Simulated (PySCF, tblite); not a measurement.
# CH₈BClP₂Si: a rotation path, then NMR shifts on frames

Aim: move CH₈BClP₂Si (`BP[Si@H](P)CCl`) away from its starting geometry and see how NMR shifts follow the geometry.

Programs: tblite 0.8.0 and PySCF 2.14.0, with density-fitted response routines of our own. Each step states its level of theory. These are calculated values for one molecule in the gas phase, unless marked as measured. Atoms count from 0, in the outputs and in this text.

## 1. Starting geometry

14 atoms, charge 0, multiplicity 1; geometry from: GFN2-xTB.

Bonds of the start (Å): B0–P1 1.83, P1–Si2 2.24, Si2–P3 2.25, Si2–C4 1.92, C4–Cl5 1.78, B0–H6 1.17, B0–H7 1.17, P1–H8 1.38, Si2–H9 1.47, P3–H10 1.38, P3–H11 1.38, C4–H12 1.09, C4–H13 1.09.

## 2. The rotation path with GFN2-xTB

What the job is given:

```
{"job": {"kind": "neb", "xc": "GFN2-xTB", "basis": "xTB", "atoms": [3, 2, 4, 5], "turn": 120}, "charge": 0, "multiplicity": 1}
B      2.600594     0.585922    -0.179968
P      1.388083    -0.016934     1.050247
Si    -0.547967    -0.204960    -0.055790
P     -1.558058     1.768025    -0.467189
C     -1.709566    -1.206238     1.095023
Cl    -1.077125    -2.862378     1.241834
H      2.322523     1.528784    -0.815985
H      3.673881     0.130860    -0.239132
H      1.719705    -1.341986     1.241690
H     -0.516441    -0.933682    -1.337352
H     -1.414144     2.248798     0.823502
H     -0.398808     2.389995    -0.890169
H     -1.768993    -0.801536     2.102805
H     -2.714361    -1.285142     0.688343
```

With the program's defaults for keys left out, this is: GFN2-xTB climbing-image nudged elastic band, gas phase.

Launch:

```
OMP_NUM_THREADS=1 python probes_run.py task.json out
```

The driver reads the jobs from task.json and runs them one after another.

Standard output:

```text
image   E - E0 / eV
  0       0.0000
  1       0.0116
  2       0.0340
  3       0.0524
  4       0.0587
  5       0.0539
  6       0.0431
  7       0.0311
  8       0.0238
```

Wall time 3.2 s (1 thread, shared host).

The final band, with the dihedral P3–Si2–C4–Cl5:

| image | dihedral (°) | energy (eV) | energy (kcal/mol) |
| --- | --- | --- | --- |
| 0 | 171 | 0.000 | 0.0 |
| 1 | 189 | 0.012 | 0.3 |
| 2 | 204 | 0.034 | 0.8 |
| 3 | 219 | 0.052 | 1.2 |
| 4 | 235 | 0.059 | 1.4 |
| 5 | 250 | 0.054 | 1.2 |
| 6 | 265 | 0.043 | 1.0 |
| 7 | 281 | 0.031 | 0.7 |
| 8 | 295 | 0.024 | 0.5 |

## 3. Nuclear shieldings: image 0, PBE0/pcSseg-1

What the job is given:

```
{"job": {"kind": "nmr", "xc": "PBE0", "basis": "pcSseg-1", "pop": false}, "charge": 0, "multiplicity": 1}
B      2.600600     0.585900    -0.180000
P      1.388100    -0.016900     1.050200
Si    -0.548000    -0.205000    -0.055800
P     -1.558100     1.768000    -0.467200
C     -1.709600    -1.206200     1.095000
Cl    -1.077100    -2.862400     1.241800
H      2.322500     1.528800    -0.816000
H      3.673900     0.130900    -0.239100
H      1.719700    -1.342000     1.241700
H     -0.516400    -0.933700    -1.337400
H     -1.414100     2.248800     0.823500
H     -0.398800     2.390000    -0.890200
H     -1.769000    -0.801500     2.102800
H     -2.714400    -1.285100     0.688300
```

Method: GIAO PBE0/pcSseg-1 NMR shielding, non-relativistic, gas phase.

Standard output:

```text
coarse grid: 13632 points
cycle   1  E = -1499.4162674385  dE =  3.005e-01  |g| = 2.636e-01  |ddm| = 3.365e+00
cycle   2  E = -1499.4183135139  dE = -2.046e-03  |g| = 2.561e-01  |ddm| = 7.225e-01
cycle   3  E = -1499.4381702636  dE = -1.986e-02  |g| = 5.304e-02  |ddm| = 4.214e-01
cycle   4  E = -1499.4389567784  dE = -7.865e-04  |g| = 2.071e-02  |ddm| = 9.046e-02
cycle   5  E = -1499.4390686235  dE = -1.118e-04  |g| = 4.543e-03  |ddm| = 2.518e-02
cycle   6  E = -1499.4390736649  dE = -5.041e-06  |g| = 1.824e-03  |ddm| = 7.044e-03
final grid: 112920 points
cycle   7  E = -1499.4720540498  dE = -2.827e-05  |g| = 7.060e-03  |ddm| = 2.614e-02
cycle   8  E = -1499.4720461673  dE =  7.882e-06  |g| = 8.732e-03  |ddm| = 1.411e-02
cycle   9  E = -1499.4720670507  dE = -2.088e-05  |g| = 8.090e-04  |ddm| = 8.376e-03
cycle  10  E = -1499.4720671816  dE = -1.309e-07  |g| = 2.062e-04  |ddm| = 1.091e-03
cycle  11  E = -1499.4720671941  dE = -1.247e-08  |g| = 5.882e-05  |ddm| = 3.332e-04
cycle  12  E = -1499.4720671952  dE = -1.108e-09  |g| = 1.782e-05  |ddm| = 1.081e-04
cycle  13  E = -1499.4720671953  dE = -9.732e-11  |g| = 3.721e-06  |ddm| = 3.183e-05
converged SCF energy = -1499.4720671953

GIAO shielding tensors (ppm)
atom      isotropic    diamagn.    paramagn.     s11        s22        s33       span
  0 B       15.004     196.803    -181.798    -92.953    -10.996    148.962    241.915
  1 P      472.126     970.908    -498.783    313.447    530.316    572.613    259.166
  2 Si     373.208     880.372    -507.163    336.463    384.976    398.185     61.722
  3 P      617.235     967.827    -350.592    562.047    613.644    676.015    113.968
  4 C      152.117     252.961    -100.845    131.659    143.020    181.670     50.010
  5 Cl     909.724    1146.307    -236.583    796.647    842.626   1089.899    293.251
  6 H       23.389      30.326      -6.937     13.254     26.755     30.160     16.907
  7 H       22.906      29.160      -6.254     14.017     26.648     28.053     14.036
  8 H       27.735      31.323      -3.588     21.380     27.780     34.044     12.665
  9 H       26.778      29.451      -2.673     24.110     24.550     31.673      7.563
 10 H       30.572      30.918      -0.346     25.355     28.196     38.165     12.810
 11 H       30.038      31.114      -1.076     24.286     27.518     38.309     14.023
 12 H       28.734      30.494      -1.760     23.295     28.618     34.290     10.995
 13 H       28.549      29.670      -1.121     21.645     28.896     35.105     13.460
```

Run time: 18 s. Hardware: 1 thread, shared host.

The references, computed at this level on geometries of the same kind, shield at (ppm): 1H TMS 31.72, 13C TMS 186.9, 29Si TMS 349.2, 31P H3PO4 318.4, 11B BF3·OEt2 100.1, 35Cl HCl 950. Their shielding less the atom's gives the shift. The references are single molecules in the gas phase, so shifts against H2O, NH3, PH3, H3PO4 or CFCl3 are not on the usual liquid scales and can be off by tens of ppm. Each atom is listed at this fixed geometry, with no averaging over motion; a spectrum would average atoms that exchange fast.

| atoms | environment | σ (ppm) | δ (ppm) |
| --- | --- | --- | --- |
| C4 | sp3 CH2 bonded to Cl and Si | 152.1 | 34.8 |
| H7 | hydrogen on a boron bonded to P | 22.91 | 8.81 |
| H6 | hydrogen on a boron bonded to P | 23.39 | 8.33 |
| H9 | hydrogen on a silicon bonded to C, 2 P | 26.78 | 4.94 |
| H8 | hydrogen on a phosphorus bonded to B, Si | 27.73 | 3.98 |
| H13 | hydrogen on an sp3 CH2 bonded to Cl and Si | 28.55 | 3.17 |
| H12 | hydrogen on an sp3 CH2 bonded to Cl and Si | 28.73 | 2.98 |
| H11 | hydrogen on a phosphorus bonded to Si | 30.04 | 1.68 |
| H10 | hydrogen on a phosphorus bonded to Si | 30.57 | 1.14 |
| B0 | boron bonded to P, 2 H | 15.0 | 85.1 |
| P1 | phosphorus bonded to B, Si, H | 472.1 | -153.8 |
| P3 | phosphorus bonded to Si, 2 H | 617.2 | -298.9 |
| Si2 | silicon bonded to C, 2 P, H | 373.2 | -24.1 |
| Cl5 | chlorine bonded to C | 910 | 40 |

## 4. Nuclear shieldings: image 2, PBE0/pcSseg-1

What the job is given:

```
{"job": {"kind": "nmr", "xc": "PBE0", "basis": "pcSseg-1", "pop": false}, "charge": 0, "multiplicity": 1}
B      2.607200     0.540400    -0.218300
P      1.394800    -0.112700     0.984900
Si    -0.560700    -0.188300    -0.093800
P     -1.547600     1.824800    -0.334800
C     -1.731800    -1.222300     1.026100
Cl    -0.839100    -2.510800     1.863400
H      2.344400     1.520300    -0.801300
H      3.671400     0.068300    -0.304900
H      1.712200    -1.447900     1.093600
H     -0.590200    -0.820000    -1.428100
H     -1.355100     2.208000     0.981900
H     -0.395500     2.465400    -0.749100
H     -2.203400    -0.616600     1.796600
H     -2.507300    -1.709200     0.441600
```

Level: GIAO PBE0/pcSseg-1 NMR shielding, non-relativistic, gas phase.

Standard output:

```text
coarse grid: 13632 points
cycle   1  E = -1499.4140456313  dE =  3.112e-01  |g| = 2.632e-01  |ddm| = 3.373e+00
cycle   2  E = -1499.4164932080  dE = -2.448e-03  |g| = 2.536e-01  |ddm| = 7.110e-01
cycle   3  E = -1499.4359179592  dE = -1.942e-02  |g| = 5.222e-02  |ddm| = 4.134e-01
cycle   4  E = -1499.4366773656  dE = -7.594e-04  |g| = 2.053e-02  |ddm| = 9.015e-02
cycle   5  E = -1499.4367876836  dE = -1.103e-04  |g| = 4.515e-03  |ddm| = 2.560e-02
cycle   6  E = -1499.4367927062  dE = -5.023e-06  |g| = 1.793e-03  |ddm| = 7.021e-03
final grid: 112920 points
cycle   7  E = -1499.4693263536  dE = -2.883e-05  |g| = 6.922e-03  |ddm| = 2.628e-02
cycle   8  E = -1499.4693188872  dE =  7.466e-06  |g| = 8.550e-03  |ddm| = 1.371e-02
cycle   9  E = -1499.4693386776  dE = -1.979e-05  |g| = 8.557e-04  |ddm| = 8.117e-03
cycle  10  E = -1499.4693388336  dE = -1.560e-07  |g| = 1.992e-04  |ddm| = 1.176e-03
cycle  11  E = -1499.4693388451  dE = -1.159e-08  |g| = 5.673e-05  |ddm| = 3.232e-04
cycle  12  E = -1499.4693388461  dE = -1.005e-09  |g| = 1.801e-05  |ddm| = 1.059e-04
cycle  13  E = -1499.4693388463  dE = -1.050e-10  |g| = 3.961e-06  |ddm| = 3.209e-05
converged SCF energy = -1499.4693388463

GIAO shielding tensors (ppm)
atom      isotropic    diamagn.    paramagn.     s11        s22        s33       span
  0 B       15.304     196.862    -181.559    -93.722     -9.921    149.554    243.276
  1 P      467.672     970.571    -502.899    303.951    516.937    582.129    278.178
  2 Si     370.600     880.235    -509.635    320.428    385.161    406.209     85.781
  3 P      611.808     967.767    -355.959    545.201    613.269    676.954    131.753
  4 C      154.108     252.433     -98.325    129.636    145.710    186.978     57.341
  5 Cl     906.427    1146.653    -240.226    812.992    845.855   1060.435    247.443
  6 H       23.405      30.307      -6.902     13.245     26.775     30.196     16.951
  7 H       22.888      29.194      -6.306     13.862     26.672     28.129     14.267
  8 H       27.558      31.238      -3.680     20.676     28.176     33.822     13.145
  9 H       26.619      29.556      -2.937     23.671     24.185     32.001      8.330
 10 H       30.507      30.932      -0.425     25.329     28.264     37.927     12.598
 11 H       29.954      31.007      -1.053     24.283     27.325     38.254     13.970
 12 H       28.796      30.237      -1.440     22.085     29.018     35.286     13.201
 13 H       28.504      29.465      -0.961     22.095     28.253     35.164     13.069
```

Run time: 18 s. Hardware: 1 thread, shared host.

Key values: δ C4 32.8, B0 84.8, P1 -149.3, P3 -293.4, H7 8.83, H6 8.31 ppm.

## 5. NMR shieldings: image 4, PBE0/pcSseg-1

What the job is given:

```
{"job": {"kind": "nmr", "xc": "PBE0", "basis": "pcSseg-1", "pop": false}, "charge": 0, "multiplicity": 1}
B      2.607500     0.505000    -0.262700
P      1.407500    -0.196400     0.925200
Si    -0.572000    -0.169000    -0.107200
P     -1.521100     1.871900    -0.215800
C     -1.738300    -1.256300     0.976800
Cl    -0.867000    -1.992100     2.339300
H      2.353300     1.525300    -0.776500
H      3.661200     0.021000    -0.398000
H      1.697600    -1.544000     0.946100
H     -0.646900    -0.718500    -1.476600
H     -1.301500     2.169700     1.118800
H     -0.367300     2.521300    -0.612900
H     -2.547800    -0.667600     1.402000
H     -2.166000    -2.070700     0.399400
```

Method: GIAO PBE0/pcSseg-1 NMR shielding, non-relativistic, gas phase.

Standard output:

```text
coarse grid: 13632 points
cycle   1  E = -1499.4110377131  dE =  3.166e-01  |g| = 2.643e-01  |ddm| = 3.372e+00
cycle   2  E = -1499.4134556919  dE = -2.418e-03  |g| = 2.557e-01  |ddm| = 7.088e-01
cycle   3  E = -1499.4332708485  dE = -1.982e-02  |g| = 5.261e-02  |ddm| = 4.111e-01
cycle   4  E = -1499.4340294371  dE = -7.586e-04  |g| = 2.053e-02  |ddm| = 8.815e-02
cycle   5  E = -1499.4341387275  dE = -1.093e-04  |g| = 4.479e-03  |ddm| = 2.482e-02
cycle   6  E = -1499.4341437001  dE = -4.973e-06  |g| = 1.758e-03  |ddm| = 7.071e-03
final grid: 112920 points
cycle   7  E = -1499.4666558908  dE = -2.886e-05  |g| = 6.846e-03  |ddm| = 2.584e-02
cycle   8  E = -1499.4666482973  dE =  7.594e-06  |g| = 8.516e-03  |ddm| = 1.359e-02
cycle   9  E = -1499.4666679376  dE = -1.964e-05  |g| = 8.789e-04  |ddm| = 8.121e-03
cycle  10  E = -1499.4666681070  dE = -1.694e-07  |g| = 1.937e-04  |ddm| = 1.214e-03
cycle  11  E = -1499.4666681180  dE = -1.102e-08  |g| = 5.400e-05  |ddm| = 3.150e-04
cycle  12  E = -1499.4666681189  dE = -8.872e-10  |g| = 1.799e-05  |ddm| = 1.008e-04
converged SCF energy = -1499.4666681189

GIAO shielding tensors (ppm)
atom      isotropic    diamagn.    paramagn.     s11        s22        s33       span
  0 B       14.894     196.814    -181.919    -96.531     -8.358    149.571    246.103
  1 P      462.459     970.256    -507.797    305.498    505.058    576.821    271.323
  2 Si     362.143     880.228    -518.085    304.737    372.152    409.538    104.801
  3 P      610.251     967.808    -357.557    550.446    614.050    666.258    115.813
  4 C      156.875     252.512     -95.637    131.333    149.292    189.999     58.665
  5 Cl     896.246    1146.610    -250.364    789.469    865.792   1033.476    244.008
  6 H       23.364      30.273      -6.909     13.049     26.817     30.225     17.175
  7 H       22.863      29.203      -6.340     13.681     26.787     28.121     14.441
  8 H       27.887      31.265      -3.378     21.483     27.831     34.347     12.863
  9 H       26.545      29.739      -3.194     23.563     24.053     32.019      8.456
 10 H       30.401      30.854      -0.453     25.266     28.356     37.580     12.315
 11 H       29.949      30.966      -1.017     24.100     27.332     38.415     14.315
 12 H       28.817      29.935      -1.118     22.420     28.622     35.410     12.990
 13 H       28.545      29.585      -1.040     22.299     27.626     35.709     13.410
```

It took 17 s on 1 thread, shared host.

In short: δ C4 30.1, B0 85.2, P1 -144.1, P3 -291.9, H7 8.85, H6 8.35 ppm.

## 6. NMR shieldings: image 6, PBE0/pcSseg-1

What the job is given:

```
{"job": {"kind": "nmr", "xc": "PBE0", "basis": "pcSseg-1", "pop": false}, "charge": 0, "multiplicity": 1}
B      2.608500     0.471500    -0.314200
P      1.424700    -0.270700     0.863000
Si    -0.580900    -0.153100    -0.112100
P     -1.495200     1.903000    -0.081100
C     -1.726800    -1.289400     0.934800
Cl    -1.132600    -1.388400     2.607300
H      2.355800     1.524500    -0.759400
H      3.652700    -0.014300    -0.504600
H      1.679200    -1.628100     0.812300
H     -0.706200    -0.632200    -1.504500
H     -1.241600     2.118700     1.263000
H     -0.338900     2.555200    -0.469500
H     -2.738500    -0.894400     0.977200
H     -1.760900    -2.302900     0.545700
```

Level: GIAO PBE0/pcSseg-1 NMR shielding, non-relativistic, gas phase.

Standard output:

```text
coarse grid: 13632 points
cycle   1  E = -1499.4127711545  dE =  3.142e-01  |g| = 2.656e-01  |ddm| = 3.375e+00
cycle   2  E = -1499.4151342656  dE = -2.363e-03  |g| = 2.576e-01  |ddm| = 7.205e-01
cycle   3  E = -1499.4353573825  dE = -2.022e-02  |g| = 5.300e-02  |ddm| = 4.199e-01
cycle   4  E = -1499.4361143357  dE = -7.570e-04  |g| = 2.087e-02  |ddm| = 8.889e-02
cycle   5  E = -1499.4362274743  dE = -1.131e-04  |g| = 4.471e-03  |ddm| = 2.554e-02
cycle   6  E = -1499.4362324635  dE = -4.989e-06  |g| = 1.708e-03  |ddm| = 7.152e-03
final grid: 112920 points
cycle   7  E = -1499.4689765832  dE = -2.845e-05  |g| = 6.766e-03  |ddm| = 2.678e-02
cycle   8  E = -1499.4689693230  dE =  7.260e-06  |g| = 8.360e-03  |ddm| = 1.361e-02
cycle   9  E = -1499.4689883244  dE = -1.900e-05  |g| = 9.078e-04  |ddm| = 8.128e-03
cycle  10  E = -1499.4689885067  dE = -1.823e-07  |g| = 1.892e-04  |ddm| = 1.258e-03
cycle  11  E = -1499.4689885171  dE = -1.031e-08  |g| = 5.325e-05  |ddm| = 3.046e-04
cycle  12  E = -1499.4689885179  dE = -8.629e-10  |g| = 1.810e-05  |ddm| = 9.924e-05
converged SCF energy = -1499.4689885179

GIAO shielding tensors (ppm)
atom      isotropic    diamagn.    paramagn.     s11        s22        s33       span
  0 B       14.809     196.827    -182.018    -98.314     -6.642    149.383    247.697
  1 P      462.250     970.408    -508.157    318.637    499.427    568.688    250.051
  2 Si     361.770     880.371    -518.601    309.735    366.602    408.973     99.238
  3 P      617.739     967.697    -349.959    573.236    615.173    664.808     91.572
  4 C      155.620     253.129     -97.509    131.427    147.773    187.660     56.233
  5 Cl     910.897    1146.581    -235.684    826.206    866.856   1039.628    213.422
  6 H       23.336      30.288      -6.952     12.941     26.816     30.250     17.309
  7 H       22.885      29.203      -6.319     13.782     26.835     28.037     14.256
  8 H       28.160      31.418      -3.259     22.521     26.931     35.026     12.505
  9 H       26.588      29.857      -3.269     23.396     24.114     32.255      8.859
 10 H       30.237      30.526      -0.289     24.829     28.638     37.245     12.416
 11 H       30.065      30.922      -0.857     24.029     27.496     38.669     14.639
 12 H       28.674      29.851      -1.177     23.357     27.484     35.181     11.824
 13 H       28.600      30.034      -1.435     22.452     27.156     36.191     13.738
```

It took 18 s on 1 thread, shared host.

This run: δ C4 31.3, B0 85.3, P1 -143.9, P3 -299.4, H7 8.83, H6 8.38 ppm.

## 7. NMR shieldings: image 8, PBE0/pcSseg-1

What the job is given:

```
{"job": {"kind": "nmr", "xc": "PBE0", "basis": "pcSseg-1", "pop": false}, "charge": 0, "multiplicity": 1}
B      2.593900     0.466800    -0.368400
P      1.467700    -0.361700     0.810600
Si    -0.569600    -0.156600    -0.092700
P     -1.445400     1.909400     0.043100
C     -1.717900    -1.309000     0.924400
Cl    -1.636600    -0.825100     2.634100
H      2.336800     1.557900    -0.706700
H      3.609600    -0.020700    -0.673800
H      1.711300    -1.710100     0.620400
H     -0.706100    -0.592900    -1.498900
H     -1.188200     2.058800     1.394500
H     -0.273100     2.552400    -0.316100
H     -2.754700    -1.215100     0.615100
H     -1.428400    -2.354600     0.872100
```

Level: GIAO PBE0/pcSseg-1 NMR shielding, non-relativistic, gas phase.

Standard output:

```text
coarse grid: 13632 points
cycle   1  E = -1499.4155076218  dE =  3.080e-01  |g| = 2.659e-01  |ddm| = 3.378e+00
cycle   2  E = -1499.4175441257  dE = -2.037e-03  |g| = 2.592e-01  |ddm| = 7.324e-01
cycle   3  E = -1499.4381645258  dE = -2.062e-02  |g| = 5.271e-02  |ddm| = 4.314e-01
cycle   4  E = -1499.4389069644  dE = -7.424e-04  |g| = 2.124e-02  |ddm| = 9.000e-02
cycle   5  E = -1499.4390248587  dE = -1.179e-04  |g| = 4.503e-03  |ddm| = 2.644e-02
cycle   6  E = -1499.4390299347  dE = -5.076e-06  |g| = 1.662e-03  |ddm| = 7.129e-03
final grid: 112920 points
cycle   7  E = -1499.4718565802  dE = -2.886e-05  |g| = 6.760e-03  |ddm| = 2.665e-02
cycle   8  E = -1499.4718494482  dE =  7.132e-06  |g| = 8.285e-03  |ddm| = 1.351e-02
cycle   9  E = -1499.4718683075  dE = -1.886e-05  |g| = 8.709e-04  |ddm| = 8.196e-03
cycle  10  E = -1499.4718684719  dE = -1.645e-07  |g| = 1.896e-04  |ddm| = 1.207e-03
cycle  11  E = -1499.4718684822  dE = -1.028e-08  |g| = 5.549e-05  |ddm| = 3.059e-04
cycle  12  E = -1499.4718684832  dE = -9.650e-10  |g| = 1.742e-05  |ddm| = 1.041e-04
converged SCF energy = -1499.4718684832

GIAO shielding tensors (ppm)
atom      isotropic    diamagn.    paramagn.     s11        s22        s33       span
  0 B       13.638     196.963    -183.325    -98.679     -8.635    148.228    246.907
  1 P      464.754     970.525    -505.771    327.815    496.450    569.997    242.182
  2 Si     367.834     880.417    -512.583    322.966    378.838    401.699     78.734
  3 P      623.384     967.449    -344.065    580.133    618.330    671.688     91.556
  4 C      153.499     253.304     -99.805    132.295    144.723    183.479     51.184
  5 Cl     924.272    1146.485    -222.213    838.327    865.354   1069.136    230.809
  6 H       23.293      30.332      -7.039     12.888     26.739     30.252     17.364
  7 H       22.844      29.231      -6.388     13.799     26.720     28.012     14.214
  8 H       28.221      31.604      -3.383     22.771     26.593     35.300     12.529
  9 H       26.601      29.954      -3.354     22.936     24.398     32.468      9.532
 10 H       29.952      30.165      -0.213     24.041     28.951     36.865     12.825
 11 H       30.136      30.802      -0.665     24.022     27.498     38.889     14.867
 12 H       28.608      29.818      -1.211     23.432     26.732     35.658     12.226
 13 H       28.682      30.444      -1.762     23.314     26.786     35.946     12.632
```

It took 18 s on 1 thread, shared host.

Key values: δ C4 33.4, B0 86.4, P1 -146.4, P3 -305.0, H7 8.87, H6 8.42 ppm.

## 8. Run by run: NMR shifts

Shifts (ppm) of some atoms, chosen among heavy atoms and hydrogens apart, with basis size and wall time:

| frame | C4 | H8 | H10 | P1 | P3 | Si2 | Cl5 | functions | time |
| --- | --- | --- | --- | --- | --- | --- | --- | --- | --- |
| image 0 | 34.8 | 3.98 | 1.14 | -153.8 | -298.9 | -24.1 | 40 | 170 | 18 s |
| image 2 | 32.8 | 4.16 | 1.21 | -149.3 | -293.4 | -21.4 | 43 | 170 | 18 s |
| image 4 | 30.1 | 3.83 | 1.32 | -144.1 | -291.9 | -13.0 | 54 | 170 | 17 s |
| image 6 | 31.3 | 3.56 | 1.48 | -143.9 | -299.4 | -12.6 | 39 | 170 | 18 s |
| image 8 | 33.4 | 3.50 | 1.76 | -146.4 | -305.0 | -18.7 | 26 | 170 | 18 s |

## 9. Outcome

```
                                            quantity                                               value
                                             barrier                  0.059 eV (1.4 kcal/mol) at image 4
                               end to end (GFN2-xTB)                                            0.024 eV
     13C shifts against TMS (PBE0/pcSseg-1, image 0)                                            34.8 ppm
      1H shifts against TMS (PBE0/pcSseg-1, image 0)  8.81, 8.33, 4.94, 3.98, 3.17, 2.98, 1.68, 1.14 ppm
11B shifts against BF3·OEt2 (PBE0/pcSseg-1, image 0)                                            85.1 ppm
   31P shifts against H3PO4 (PBE0/pcSseg-1, image 0)                                  -153.8, -298.9 ppm
    29Si shifts against TMS (PBE0/pcSseg-1, image 0)                                           -24.1 ppm
    35Cl shifts against HCl (PBE0/pcSseg-1, image 0)                                              40 ppm
                           range of the shift of Cl5                                        26 to 54 ppm
```

In words: Along the band the dihedral turns by 124°, and the top (dihedral 235°) lies 1.4 kcal/mol above the start (GFN2-xTB, rough), so at room temperature this motion is fast. Ends this close can change order at a higher level. The top was not checked by a frequency run. Shifts at one fixed geometry are not the observed spectrum, which averages over the motion. In the first frame run (image 0): Shielding is most anisotropic at Cl5 (span 293 ppm, paramagnetic term -237 ppm). Across the 5 runs the shift of Cl5 moves most, between 26 (image 8) and 54 ppm (image 4).
